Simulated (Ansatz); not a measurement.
**Cl₃H₃O₂Si₂: one species, many methods**

An exercise on one series of results from a longer session: the logs are not shown, and one member is left open.

Computed with Ansatz 0.2.0, Gaussian basis. Level: functionals in def2-TZVPP, the program's frozen cores in correlated methods.

The runs, in order: PBE-D4, r2SCAN-D4, PBE0-D4, B3LYP-D4, ωB97X-V, ωB97M-V, B2PLYP; CCSD(T)/def2-TZVPP; MP2/def2-QZVPP; extrapolation to the limit.

### Structure used throughout

All runs share one geometry, relaxed beforehand with PBE0-D4 in a triple-zeta def2 set.

SMILES `O[Si](O)(Cl)[SiH](Cl)Cl`, 10 atoms, charge 0, spin multiplicity 1.

Atoms are counted from 1 here; the program's logs count them from 0.

Bond lengths: O1–Si2 1.622 Å, O1–H8 0.960 Å, Si2–O3 1.633 Å, Si2–Cl4 2.058 Å, Si2–Si5 2.335 Å, O3–H9 0.959 Å, Si5–Cl6 2.045 Å, Si5–Cl7 2.055 Å, Si5–H10 1.480 Å. Angles: Si2–O1–H8 119.4°, O1–Si2–O3 108.8°, O1–Si2–Cl4 112.2°, O1–Si2–Si5 107.3°, O3–Si2–Cl4 108.3°, O3–Si2–Si5 112.7°, Cl4–Si2–Si5 107.5°, Si2–O3–H9 118.0°, Si2–Si5–Cl6 110.3°, Si2–Si5–Cl7 106.1°, Si2–Si5–H10 115.3°, Cl6–Si5–Cl7 109.6°, Cl6–Si5–H10 107.9°, Cl7–Si5–H10 107.4°.

Set-up of the first run:

Contents of in.yaml:

```yaml
crystal:
  periodic: [false, false, false]
  atoms:
    - {symbol: O, position_ang: [-0.826233, -0.278542, 1.830201]}
    - {symbol: Si, position_ang: [-0.709935, -0.075638, 0.224781]}
    - {symbol: O, position_ang: [-1.479222, 1.303929, -0.189134]}
    - {symbol: Cl, position_ang: [-1.561659, -1.630364, -0.819628]}
    - {symbol: Si, position_ang: [1.563218, -0.034641, -0.307462]}
    - {symbol: Cl, position_ang: [2.386859, -1.888325, -0.050853]}
    - {symbol: Cl, position_ang: [1.674035, 0.502431, -2.288129]}
    - {symbol: H, position_ang: [-1.690797, -0.253814, 2.246446]}
    - {symbol: H, position_ang: [-1.731566, 1.420661, -1.107249]}
    - {symbol: H, position_ang: [2.375290, 0.934323, 0.461038]}
basis:
  gaussian: {orbitals: def2-TZVPP}
hamiltonian: {xc: pbe, dispersion: d4}
output: {forces: true, orbitals: {seedname: orbitals}}
```

On the command line:

```
$ ansatz run in.yaml --threads 2 --pin off --events-out ev --progress --plain --max-ram 32768MiB --backend cuda --devices 0, --max-vram 18GiB
```

Steps of the session up to this table: PBE-D4 (GGA); r2SCAN-D4 (meta-GGA); PBE0-D4 (hybrid); B3LYP-D4 (hybrid); ωB97X-V (range-separated); ωB97M-V (range-separated); B2PLYP (double hybrid); CCSD(T) in def2-TZVPP; MP2 in def2-QZVPP.

One table of the session follows, with a row left open; its other results are not shown here.

```
            method  atomisation energy (eV)
            PBE-D4                   38.054
         r2SCAN-D4                   37.799
           PBE0-D4                   37.330
          B3LYP-D4                   37.064
           ωB97X-V                   37.768
           ωB97M-V                   37.754
            B2PLYP                   36.769
     HF/def2-TZVPP                   26.864
    MP2/def2-TZVPP                   37.732
   CCSD/def2-TZVPP                        ?
CCSD(T)/def2-TZVPP                   36.321
           MP2/CBS                   39.168
       CCSD(T)/CBS                   37.758
```

**Question.** Estimate the row for CCSD/def2-TZVPP.

As computed: atomisation energy (eV): 35.598. In the column «atomisation energy (eV)» it lies between HF/def2-TZVPP (26.864) and CCSD(T)/def2-TZVPP (36.321).

To keep in mind: Free atoms (2 O, 2 Si, 3 Cl, 3 H) were run apart at each level; the atomisation energy is their sum less the molecule, without zero-point or spin-orbit terms.
